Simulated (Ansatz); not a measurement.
# Ni3F: the cost of one run

Computed with Ansatz 0.2.0 (DFT PBE, scalar-relativistic, plane waves, PAW, unless a step's input says otherwise).

## 1. The starting structure

The structure is tetragonal, space group I4/mmm (No. 139). Conventional cell: a = 3.295 Å, b = 3.295 Å, c = 7.361 Å, α = 90.00°, β = 90.00°, γ = 90.00°. Ni (site symmetry 4/mmm) is surrounded by 4 F at 2.33 Å and 8 Ni at 2.47 Å. Ni (site symmetry -4m2) is surrounded by 8 Ni at 2.33 to 2.47 Å and 4 F at 2.47 Å. F (site symmetry 4/mmm) is surrounded by 12 Ni at 2.33 to 2.47 Å.

As a file:

```cif
data_structure
_symmetry_space_group_name_H-M 'P 1'
_symmetry_Int_Tables_number 1
_cell_length_a 4.3559
_cell_length_b 4.3559
_cell_length_c 4.3559
_cell_angle_alpha 135.550
_cell_angle_beta 135.550
_cell_angle_gamma 64.676
_cell_volume 39.96
loop_
_atom_site_label
_atom_site_type_symbol
_atom_site_fract_x
_atom_site_fract_y
_atom_site_fract_z
_atom_site_occupancy
Ni1 Ni 0.50000 0.50000 0.00000 1
Ni2 Ni 0.25000 0.75000 0.50000 1
Ni3 Ni 0.75000 0.25000 0.50000 1
F1 F 0.00000 0.00000 0.00000 1
```

(A quick probe on a coarse mesh, which set the mesh and smearing, is not shown.)

## 3. Coarse relaxation

input.yaml reads:

```yaml
crystal:
  lattice:
    - [-1.6475695111, 1.6475695111, 3.6802851416]
    - [1.6475695111, -1.6475695111, 3.6802851416]
    - [1.6475695111, 1.6475695111, -3.6802851416]
  atoms:
    - { symbol: Ni, position: [0.5, 0.5, 0.0], spin: 1.02 }
    - { symbol: Ni, position: [0.25, 0.75, 0.5], spin: 0.88 }
    - { symbol: Ni, position: [0.75, 0.25, 0.5], spin: 0.88 }
    - { symbol: F, position: [0.0, 0.0, 0.0] }
basis:
  ecutwfc: 420
kpoints:
  mp_grid: { grid: [8, 8, 8] }
hamiltonian:
  xc: pbe
scf:
  occupations: { method: gaussian, width: 0.1 }
  lower_state_search: "off"
output:
  forces: true
  stress: true
  eigenvalues: true
  populations: true
magnetization:
  spin_polarized: true
relax:
  adjacent_minimum: "off"
  f_tol: 0.04
  max_steps: 70
  cell: { stress_tol: 0.4 }
```

Launch:

```sh
ansatz run input.yaml --threads 1 --pin off --max-ram 2560MiB --backend cpu --events-out ev --progress --plain --runs-dir out
```

What time and memory should one allow on 1 thread of Arm Neoverse V1, shared host?

About 4 min, with a peak of 0.44 GiB.
